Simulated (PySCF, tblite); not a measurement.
**C5H15NSSi2: geometry, infrared bands and NMR shifts**

Aim: predict the infrared bands and NMR shifts of C5H15NSSi2 (`C=C(SC)[Si@H](C)C[SiH2]N`).

The runs use tblite 0.8.0 and PySCF 2.14.0, with density-fitted response routines of our own; the level of theory stands in each step. All values are computed, except where a source is named. Atoms are numbered from 0 throughout.

## (1) The starting structure

24 atoms, charge 0, multiplicity 1; geometry from: force field or distance geometry start.

Bonds of the start (Å): C0–C1 1.32, C1–S2 1.81, S2–C3 1.79, C1–Si4 1.86, Si4–C5 1.88, Si4–C6 1.85, C6–Si7 1.85, Si7–N8 1.78, C0–H9 1.06, C0–H10 1.09, C3–H11 1.13, C3–H12 1.12, C3–H13 1.08, Si4–H14 1.48, C5–H15 1.09, C5–H16 1.13, C5–H17 1.10, C6–H18 1.09, C6–H19 1.11, Si7–H20 1.49, Si7–H21 1.47, N8–H22 1.05, N8–H23 1.05.

## (2) Optimising the geometry with GFN2-xTB

The job: settings as JSON, then the geometry in Å.

```
{"job": {"kind": "relax", "xc": "GFN2-xTB", "basis": "xTB"}, "charge": 0, "multiplicity": 1}
C      1.691000     0.690300    -1.633900
C      1.516300     0.316700    -0.379600
S      2.895800    -0.029400     0.739700
C      4.449600     0.230600    -0.110900
Si    -0.181800     0.100700     0.348100
C     -0.235400    -1.669100     0.980300
C     -1.484700     0.451000    -0.924400
Si    -3.070200    -0.310600    -0.354100
N     -4.121200     0.814800     0.529600
H      2.631400     0.833400    -2.105700
H      0.778000     0.867000    -2.207500
H      5.175200     0.707400     0.609700
H      4.858900    -0.770100    -0.384200
H      4.333000     0.873800    -0.975600
H     -0.286000     1.052700     1.471500
H     -0.965500    -2.267700     0.427400
H      0.781500    -2.144100     0.830800
H     -0.464700    -1.673600     2.058400
H     -1.169200     0.067400    -1.899300
H     -1.593500     1.554200    -0.995600
H     -3.816500    -0.805200    -1.540100
H     -2.832100    -1.449300     0.536400
H     -3.769800     1.800800     0.577200
H     -5.132000     0.777900     0.242800
```

Launch:

```bash
$ OMP_NUM_THREADS=1 python probes_run.py task.json out
```

The driver reads the jobs from task.json and runs them one after another.

**Question.** This job is followed by: GFN2-xTB harmonic vibrations, gas phase; GIAO PBE0/pcSseg-1 NMR shielding, non-relativistic, gas phase. Predict these results of the whole session: strongest single infrared mode (GFN2-xTB); zero-point energy (GFN2-xTB); 13C shifts against TMS (PBE0/pcSseg-1); 1H shifts against TMS (PBE0/pcSseg-1, means over atoms taken as alike); 33S shifts against CS2 (PBE0/pcSseg-1); 29Si shifts against TMS (PBE0/pcSseg-1); 15N shifts against NH3 (PBE0/pcSseg-1).

As calculated:

| quantity | value |
| --- | --- |
| strongest single infrared mode (GFN2-xTB) | 2130 cm⁻¹, 447 km/mol |
| zero-point energy (GFN2-xTB) | 115.3 kcal/mol |
| 13C shifts against TMS (PBE0/pcSseg-1) | 158.3, 116.6, 19.0, -3.8, -6.2 ppm |
| 1H shifts against TMS (PBE0/pcSseg-1, means over atoms taken as alike) | 5.54, 5.34, 5.26, 4.82, 4.74, 2.22, 0.41, 0.31, -0.03, -0.17 ppm |
| 33S shifts against CS2 (PBE0/pcSseg-1) | 36 ppm |
| 29Si shifts against TMS (PBE0/pcSseg-1) | -23.6, -34.0 ppm |
| 15N shifts against NH3 (PBE0/pcSseg-1) | 10.1 ppm |

Over 219 steps the energy fell by 0.747 eV; of the close pairs, Si7–N8 changed most, 1.775 to 1.722 Å. No mode is imaginary among the 66: a minimum at this level. The strongest single mode, at 2130 cm⁻¹, moves mainly H20. Unscaled tight-binding wavenumbers are off by several per cent, some by more. Its intensities can rank the bands wrongly. The most deshielded carbon is C1 (fully substituted alkene carbon), at 158.3 ppm: as expected for a trigonal carbon in a double bond. At PBE0/pcSseg-1: The widest tensor belongs to S2: span 386 ppm, with a paramagnetic part of -592 ppm.
